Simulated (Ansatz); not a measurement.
What does this script print? It uses Ansatz's Python interface.

The script reads `input.yaml`:
```yaml
crystal:
  lattice:
    - [4.94483, 0.0, 0.0]
    - [0.0, 4.94483, 0.0]
    - [0.0, 0.0, 4.94483]
  atoms:
    - { symbol: Ga, position: [0.0, 0.0, 0.0] }
    - { symbol: Ga, position: [0.5, 0.5, 0.5] }
    - { symbol: Mo, position: [0.25, 0.0, 0.5] }
    - { symbol: Mo, position: [0.5, 0.75, 0.0] }
    - { symbol: Mo, position: [0.75, 0.0, 0.5] }
    - { symbol: Mo, position: [0.5, 0.25, 0.0] }
    - { symbol: Mo, position: [0.0, 0.5, 0.75] }
    - { symbol: Mo, position: [0.0, 0.5, 0.25] }
kpoints:
  mp_grid: { grid: [5, 5, 5] }
hamiltonian:
  xc: pbesol
scf:
  occupations: { method: fermi_dirac, width: 0.1 }
  lower_state_search: light
basis:
  ecutwfc: 510
output:
  forces: true
  stress: true
```

`gamo3.py`
```python
"""Run a YAML input for GaMo3 from Python."""

import ansatz as az
import numpy as np
import pandas as pd
import yaml


def main() -> None:
    with open("input.yaml") as handle:
        tree = yaml.safe_load(handle)
    print("sections:", list(tree))
    done = az.Session.from_dict(tree).plan().execute()
    report = done.report

    for key in ("converged", "n_iterations", "n_electrons", "n_kpoints", "n_pw", "n_symmetry_ops", "free_energy_ev", "fermi_energy_ev"):
        print(f"{key:18s} {report[key]}")

    # forces in eV per angstrom
    table = pd.DataFrame(report["forces_ev_ang"], columns=["fx", "fy", "fz"])
    table.insert(0, "atom", [site["symbol"] for site in report["lattice"]["sites"]])
    print(table.round(4).to_string())

    # the stress is positive in compression
    print("pressure by term (GPa)")
    for term, tensor in report["stress_terms_gpa"].items():
        if np.any(tensor):
            print(f"  {term:28s} {np.trace(np.array(tensor)) / 3:12.3f}")
    print(f"  {'total':28s} {np.trace(np.array(report['stress_gpa'])) / 3:12.3f}")


if __name__ == "__main__":
    main()
```

```console
$ python gamo3.py
sections: ['crystal', 'kpoints', 'hamiltonian', 'scf', 'basis', 'output']
converged          True
n_iterations       7
n_electrons        110.0
n_kpoints          10
n_pw               3119
n_symmetry_ops     48
free_energy_ev     -36872.87390877227
fermi_energy_ev    19.27847038805687
  atom   fx   fy   fz
0   Ga  0.0  0.0  0.0
1   Ga  0.0 -0.0 -0.0
2   Mo  0.0  0.0  0.0
3   Mo -0.0  0.0  0.0
4   Mo  0.0 -0.0  0.0
5   Mo  0.0  0.0  0.0
6   Mo -0.0  0.0  0.0
7   Mo -0.0  0.0  0.0
pressure by term (GPa)
  kinetic                          2549.098
  hartree                          1360.409
  ewald                           -5609.250
  local_pseudopotential            2183.856
  nonlocal_pseudopotential         -237.350
  augmentation                      241.799
  nlcc                             -149.991
  xc                               -343.597
  augmentation_tail                   0.001
  scf_correction                      0.000
  pulay_correction                    0.009
  total                              -5.014
```

What to keep in mind:
- The settings weren't tested for convergence.
- The run is spin-unpolarised.
- For a metal this k-point mesh is coarse: on a finer one energies can move by several to tens of meV an atom and pressures by half a GPa or more, differences at one mesh by less.
- Only differences from the Fermi energy are physical; the zero of the scale is a convention.
- Pressure is positive in compression.
- At these settings the cell as given stands under about -5 GPa, so it isn't at this functional's equilibrium volume.
- The starting cell is as deposited in a crystallographic database; the results hold for this polymorph, which needn't be the stable one.
- Timing: 5.6 s on 1 thread of Arm Neoverse V2, with other jobs on the host, peak memory 0.54 GiB.

(Lines on the test bed's own set-up are left out of the output.)
